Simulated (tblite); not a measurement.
# Methyl Bromide (CH3Br): geometry, infrared bands

Aim: predict the infrared bands of Methyl Bromide (CH3Br).

Computed with tblite 0.8.0, on a single molecule in the gas phase. Atoms count from 0, in the outputs and in this text.

1 further run of the same task is left out (for a known fault of the program).

## (1) The molecule as given

5 atoms, charge 0, multiplicity 1; geometry from: force field or distance geometry start.

Bonds of the start (Å): H0–C1 1.09, C1–H2 1.10, C1–H3 1.11, C1–Br4 1.93.

## (2) Geometry optimisation with GFN2-xTB

What the job is given:

```
{"job": {"kind": "relax", "xc": "GFN2-xTB", "basis": "xTB"}, "charge": 0, "multiplicity": 1}
H     -0.486700    -0.680600    -0.800100
C     -0.169400     0.004500    -0.013200
H     -0.463600     1.045800    -0.204200
H     -0.630500    -0.332600     0.938200
Br     1.758800    -0.034200     0.062200
```

Run with:

```console
$ OMP_NUM_THREADS=1 python heavy_run.py task.json out
```

This one command runs all jobs of the session in turn.

The program printed:

```text
step      E/eV     max force
  0    -210.73678    0.757
  1    -210.75126    0.346
  2    -210.75675    0.245
  3    -210.75968    0.220
  4    -210.76428    0.169
  5    -210.76546    0.094
  6    -210.76579    0.052
  7    -210.76591    0.036
  8    -210.76599    0.031
  9    -210.76602    0.017
 10    -210.76603    0.011
 11    -210.76604    0.006
```

It took 0.03 s on 1 thread of Arm Neoverse V1, shared host.

Step by step:

```csv
step,energy from step 0 (eV),largest force (eV/Å)
0,0.0000,0.7574
1,-0.0145,0.3460
2,-0.0200,0.2453
3,-0.0229,0.2204
4,-0.0275,0.1690
5,-0.0287,0.0942
6,-0.0290,0.0523
7,-0.0291,0.0359
8,-0.0292,0.0311
9,-0.0292,0.0167
10,-0.0292,0.0110
11,-0.0293,0.0060
```

Close pairs (by a distance rule), those that changed most:

```csv
bond,before (Å),after (Å),change (Å)
C1–H3,1.110,1.085,-0.025
C1–H2,1.099,1.085,-0.014
C1–Br4,1.930,1.938,+0.008
H0–C1,1.091,1.085,-0.006
```

The end geometry stands in the next job.

## (3) Harmonic vibrations with GFN2-xTB

What the job is given:

```
{"job": {"kind": "ir", "xc": "GFN2-xTB", "basis": "xTB"}, "charge": 0, "multiplicity": 1}
H     -0.496480    -0.657468    -0.813038
C     -0.183663     0.005536    -0.013132
H     -0.482205     1.027858    -0.220461
H     -0.579812    -0.326394     0.940915
Br     1.750782    -0.046679     0.088531
```

The program printed:

```text
mode    cm-1     km/mol
  1     582.7     52.07
  2     972.2      1.48
  3     972.4      1.43
  4    1318.7     27.04
  5    1440.5      6.53
  6    1440.7      6.55
  7    3041.4      4.04
  8    3057.5      1.17
  9    3057.6      1.13
```

It took 0.05 s on 1 thread of Arm Neoverse V1, shared host.

The strongest bands and the atoms that carry them (share of the mass-weighted mode):

```csv
cm⁻¹,km/mol,atoms
583,52.1,"C1 73 %, Br4 16 %"
972,1.5,"H2 51 %, H0 24 %, C1 13 %, H3 12 %"
972,1.4,"H3 46 %, H0 34 %, C1 13 %"
1319,27.0,"H3 29 %, H0 29 %, H2 29 %, C1 12 %"
1440,6.5,"H3 45 %, H0 38 %, H2 11 %"
1441,6.5,"H2 52 %, H0 25 %, H3 18 %"
3041,4.0,"H3 34 %, H0 33 %, H2 32 %"
3058,1.2,"H3 46 %, H0 45 %"
```

## (4) Outcome

| quantity | value |
| --- | --- |
| strongest single infrared mode (GFN2-xTB) | 583 cm⁻¹, 52 km/mol |
| zero-point energy (GFN2-xTB) | 22.7 kcal/mol |

What this shows: The optimisation took 11 steps and gained 0.029 eV; among the close pairs (by a distance rule), C1–H3 changed most, from 1.110 to 1.085 Å. No mode is imaginary among the 9: a minimum at this level. The strongest single mode, at 583 cm⁻¹, moves mainly C1. GFN2-xTB is a fitted tight-binding method: band positions and strengths are rough. Its intensities can rank the bands wrongly.
